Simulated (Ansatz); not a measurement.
**Li: stress in a strained cell**

Aim: deform Li (equal xx and yy strain of +3 %) and compute stress, forces and field gradients with LAPW, PAW and all-electron datasets made for the crystal.

Program: Ansatz 0.2.0. Level of theory: DFT PBEsol, scalar-relativistic. These are calculated values, not measurements.

### 1 Starting point

Symmetry: Im-3m, No. 229, cubic system. Conventional cell: a = 3.500 Å, b = 3.500 Å, c = 3.500 Å, α = 90.00°, β = 90.00°, γ = 90.00°. Li (site symmetry m-3m) is surrounded by 8 Li at 3.03 Å.

Structure file:

```cif
data_structure
_symmetry_space_group_name_H-M 'P 1'
_symmetry_Int_Tables_number 1
_cell_length_a 3.0311
_cell_length_b 3.0311
_cell_length_c 3.0311
_cell_angle_alpha 109.471
_cell_angle_beta 109.471
_cell_angle_gamma 109.471
_cell_volume 21.44
loop_
_atom_site_label
_atom_site_type_symbol
_atom_site_fract_x
_atom_site_fract_y
_atom_site_fract_z
_atom_site_occupancy
Li1 Li 0.00000 0.00000 0.00000 1
```

### 2 After the deformation

Space group Im-3m before, I4/mmm after.

### 3 LAPW, all electrons

The input, input.yaml:

```yaml
crystal:
  lattice:
    - [-1.8025, 1.8025, 1.75]
    - [1.8025, -1.8025, 1.75]
    - [1.8025, 1.8025, -1.75]
  atoms:
    - { symbol: Li, position: [0.0, 0.0, 0.0] }
kpoints:
  mp_grid: { grid: [15, 15, 15] }
  band_path:
    path:
      - [0.0, 0.0, 0.0]
      - [0.0, 0.0, 0.5]
      - [-0.5, 0.5, 0.5]
      - [0.0, 0.0, 0.0]
      - [0.4856489773, 0.4856489773, -0.4856489773]
      - [-0.4856489773, 0.5143510227, 0.4856489773]
      - [-0.5, 0.5, 0.5]
      - [0.0, 0.0, 0.5]
      - [0.25, 0.25, 0.25]
    npoints: 5
scf:
  occupations: { method: fermi_dirac, width: 0.08 }
hamiltonian:
  xc: pbesol
  pseudopotentials: { kind: all_electron, lapw: { basis_error: 0.00025 } }
output:
  forces: true
  stress: true
  eigenvalues: true
```

Command:

```
$ ansatz run input.yaml --threads 1 --pin off --max-ram 3072MiB --backend cpu --events-out ev --progress --plain --runs-dir out
```

### 4 Frozen-core PAW

The input, input.yaml:

```yaml
crystal:
  lattice:
    - [-1.8025, 1.8025, 1.75]
    - [1.8025, -1.8025, 1.75]
    - [1.8025, 1.8025, -1.75]
  atoms:
    - { symbol: Li, position: [0.0, 0.0, 0.0] }
kpoints:
  mp_grid: { grid: [15, 15, 15] }
scf:
  occupations: { method: fermi_dirac, width: 0.08 }
hamiltonian:
  xc: pbesol
  pseudopotentials: { kind: paw }
output:
  forces: true
  stress: true
  eigenvalues: true
  efg: { contact_densities: true }
```

### 5 Datasets made for this crystal

input.yaml, as its differences from that of step 4:

```diff
@@ -13,3 +13,3 @@
   xc: pbesol
-  pseudopotentials: { kind: paw }
+  pseudopotentials: { kind: all_electron, datasets: crystal }
 output:
```

(Steps that only read results are left out.)

What does the calculation give? Wanted: pressure; largest shear or deviatoric stress.

**Answer**, as computed:

```
                                 quantity                                              value
                                 pressure  LAPW -1.31, PAW -1.31, crystal datasets -1.31 GPa
largest shear or deviatoric stress (LAPW)                                           0.01 GPa
```

The largest part of the stress beyond the pressure is 0.01 GPa in size, in the zz component. No run of the undeformed cell stands beside it, so the pressure holds what the given cell had before the change. PAW: stress within 0.01 GPa of LAPW. Crystal datasets: stress within 0.01 GPa of LAPW.
